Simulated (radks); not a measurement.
**Ni²⁰⁺ in [He] 2s2 2p2 3d2: an all-electron calculation**

One table from this session's results is given with a row withheld; the runs are named, their logs left out.

The numbers are computed with radks (a radial shooting solver on a logarithmic mesh, Libxc functionals) version 1 (scalar-relativistic Kohn-Sham, exchange-only B88, spin-polarised, spherical densities, point nucleus; open shells are filled with parallel spins first), except any that are marked as measured or tabulated.

**The atom as given**

| Quantity | Value |
| --- | --- |
| element | nickel (Z = 28) |
| charge | +20 |
| electrons | 8 |
| configuration | [He] 2s2 2p2 3d2 |

Outer shells as boxes (Hund's rule):

Ni²⁰⁺
```
[He] core
2s [↑↓]
2p [↑ ][↑ ][  ]
3d [↑ ][↑ ][  ][  ][  ]
```

The first run:

The run's settings:

```text
Z 28
configuration [He] 2s2 2p2 3d2 3s0 3p0
relativity scalar-relativistic
functional b88,
spin polarised
nucleus point
c 137.035999084
```

Among the steps run: Self-consistent calculation.

One of the session's tables, all rows but one given; the rest of the session is left out.

It belongs to the step «Radial structure». Sizes of the orbitals, from the radial functions (bohr):

```
  level      <r>  outermost maximum (interpolated)  90 % within  nodes
  1s up  0.05390                            0.0354       0.0962      0
1s down  0.05382                            0.0353       0.0960      0
  2s up   0.2299                             0.196        0.353      1
2s down   0.2304                             0.197        0.353      1
  2p up   0.1979                             0.156        0.320      0
2p down   0.1986                             0.156        0.321      0
  3s up   0.5543                             0.526        0.802      2
3s down   0.5598                             0.530        0.810      2
  3p up   0.5319                             0.501        0.785      1
3p down   0.5378                             0.505        0.795      1
  3d up   0.4643                             0.394        0.705      0
3d down        ?                                 ?            ?      ?
```

**Question.** Estimate the row for 3d down.

The run gave: <r>: 0.4699; outermost maximum (interpolated): 0.397; 90 % within: 0.715; nodes: 0. In the column «<r>» it lies between 3d up (0.4643) and 3p up (0.5319).
